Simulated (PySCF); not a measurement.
**BrF: from the state search to spectroscopic constants**

One job finds the state of BrF, follows it along the bond with each method and fits the curves.

Computed with PySCF 2.14.0. Level: Br def2-TZVPP, F def2-TZVPP, no relativity.

### 1 Set-up

Settings of the job:

- atoms: Br, F
- charge: 0
- basis: Br def2-TZVPP, F def2-TZVPP
- Hamiltonian: no relativity
- basis functions: 79
- electrons treated: 44
- masses in u: 78.9183, 18.9984
- levels: PBE0, PBE, r²SCAN, TPSS, TPSSh, revPBE, M06-L, ωB97M-V, HF, MP2, SCS-MP2, CCSD, CCSD(T)
- grid: 80 radial by 434 angular points
- occupations: held fixed by the projection of orbital angular momentum
- dissociation limit: Br + F, each in its ground configuration
- starting distance in angstrom: 1.730
- values of 2S to try: 0, 2

Started as:

```bash
$ OMP_NUM_THREADS=1 python dia.py task.json out
```

Further steps of the session: First curve: PBE0; Other states along the same grid; PBE; r²SCAN; TPSS; TPSSh (hybrid meta-GGA); revPBE (GGA); M06-L (meta-GGA); ωB97M-V (range-separated hybrid); RHF (mean field); MP2 and coupled cluster.

**Question.** What will these runs give? Wanted: for each run, Re; ωe; De; μ.

As calculated:

Lowest PBE0 solution found, without spin–orbit coupling: ¹Σ⁺ (singlet), closed shell. State 2 has its PBE0 minimum 1.84 eV higher. The other levels ran on the lowest alone.

```csv
level,Re (Å),ωe (cm⁻¹),De (eV),μ (D)
RHF,1.715,776,0.451,-1.55
RHF-MP2,1.759,693,2.76,n/a
RHF-SCS-MP2,1.764,679,2.61,n/a
RHF-CCSD,1.754,698,2.31,n/a
RHF-CCSD(T),1.766,671,2.50,n/a
PBE,1.787,649,3.12,-1.35
revPBE,1.795,638,2.85,-1.34
TPSS,1.782,657,2.92,-1.33
r²SCAN,1.767,676,2.72,-1.29
M06-L,1.768,661,2.74,-1.37
TPSSh,1.769,678,2.73,-1.34
PBE0,1.753,702,2.63,-1.36
ωB97M-V,1.757,706,2.68,-1.45
```

De is counted to Br + F in their ground configurations. A positive dipole means Br(−)F(+).

Differences from CCSD(T) in the same basis:

```csv
level,Re (mÅ),ωe (%)
RHF,-50,+15.7
RHF-MP2,-7,+3.3
RHF-SCS-MP2,-1,+1.1
RHF-CCSD,-11,+3.9
PBE,+21,-3.3
revPBE,+29,-4.9
TPSS,+17,-2.0
r²SCAN,+2,+0.7
M06-L,+3,-1.5
TPSSh,+3,+1.0
PBE0,-12,+4.6
ωB97M-V,-9,+5.2
```

**Reading.** Against CCSD(T) in the same basis, the bond length is nearest at RHF-SCS-MP2 (-1 mÅ) and farthest at RHF (-50 mÅ); the wavenumber is nearest at r²SCAN (+0.7 %) and farthest at RHF (+15.7 %). Hartree–Fock falls on the short and stiff side, its usual fault. PBE has the long and soft bond that GGAs tend to give. Of the levels with a De here, RHF gives the least (0.451 eV) and PBE the most (3.12 eV).

Correlated steps freeze 10 core orbitals.
